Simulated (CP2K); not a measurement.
The system is HPbNO4.

```
H Pb N O
1.0
     4.20407    0.00000    0.00000
     2.02172    3.83951    0.00000
     2.04686    1.27900    6.28131
H Pb N O
1 1 1 4
Cartesian
  6.4119 3.4218 3.9444
  4.2925 4.6959 5.5497
  2.2802 1.4940 1.8951
  6.4140 3.5006 4.9249
  2.3104 1.0037 0.7095
  2.3185 0.7238 2.8804
  2.2113 2.7408 2.0273
```

The cell was built by a generator and needn't be a form met in nature.

Base run:

- Program: CP2K 2026.2
- Functional: SCAN
- Potentials or basis: POTENTIAL_UZH H GTH-PBE-q1, Pb GTH-PBE-q4, N GTH-PBE-q5, O GTH-PBE-q6; TZVP-MOLOPT-PBE-GTH basis
- Density cutoff: 13606 eV
- k mesh: 7 × 7 × 5
- Occupations: fermi-dirac, width 0.05 eV
- Spin: no spin polarisation

Its results: band gap on the k mesh 3.03 eV, indirect (least direct gap 3.06 eV).

Question: The run is repeated on the same cell with these changes: functional from SCAN to TB-mBJ. What comes out?

Answer: Band gap on the k mesh 3.19 eV, indirect (least direct gap 3.22 eV).

Caveats: spin-orbit coupling is left out, which as a rule narrows the gap of such compounds by several tenths of an eV; the basis of atomic orbitals isn't converged, which shifts pressures, moduli and gaps; this is a model potential without an energy functional, so only levels have meaning (some runs).

A k mesh can miss the band edges.

Not every run made on this cell is shown here.
